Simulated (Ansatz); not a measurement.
The system is HPbNO4.

```
H Pb N O
1.0
     3.85404    0.14384    0.09012
    -0.25320    5.52698    0.16471
    -0.48197   -1.92720    5.72025
H Pb N O
1 1 1 4
Direct
  0.10913 0.65718 0.54463
  0.61029 0.52127 0.15100
  0.91580 0.96263 0.95867
  0.01384 0.13639 0.88084
  0.72398 0.01057 0.12858
  0.00389 0.73732 0.87043
  0.11927 0.59324 0.37651
```

The cell was built by a generator and needn't be a form met in nature.

Base run:

* Program: Ansatz 0.2.0
* Functional: PBEsol
* Potentials or basis: Ansatz PAW
* Cutoff: 420 eV (not typed: the program's choice for these potentials)
* k mesh: 7 × 5 × 5
* Occupations: fermi-dirac, width 0.05 eV
* Spin: no spin polarisation

Its results: band gap on the k mesh 3.17 eV, indirect (least direct gap 3.26 eV); pressure -2.2 GPa; largest force 0.463 eV/Å.

Question: The run is repeated on the same cell with these changes: functional from PBEsol to r2SCAN; cutoff from 420 eV (not typed: the program's choice for these potentials) to 500 eV (not typed: the program's choice for these potentials). What comes out?

Answer: Band gap on the k mesh 3.50 eV, indirect (least direct gap 3.59 eV); pressure -2.5 GPa; largest force 0.684 eV/Å.

r2SCAN gives the wider gap, since meta-GGAs in the generalised Kohn-Sham scheme recover part of the derivative discontinuity.

Caveats: spin-orbit coupling is left out, which as a rule narrows the gap of such compounds by several tenths of an eV; the PAW data sets come from PBE, with cores solved anew for the run's functional, which leaves a small shift of forces and pressure.

A k mesh can miss the band edges.
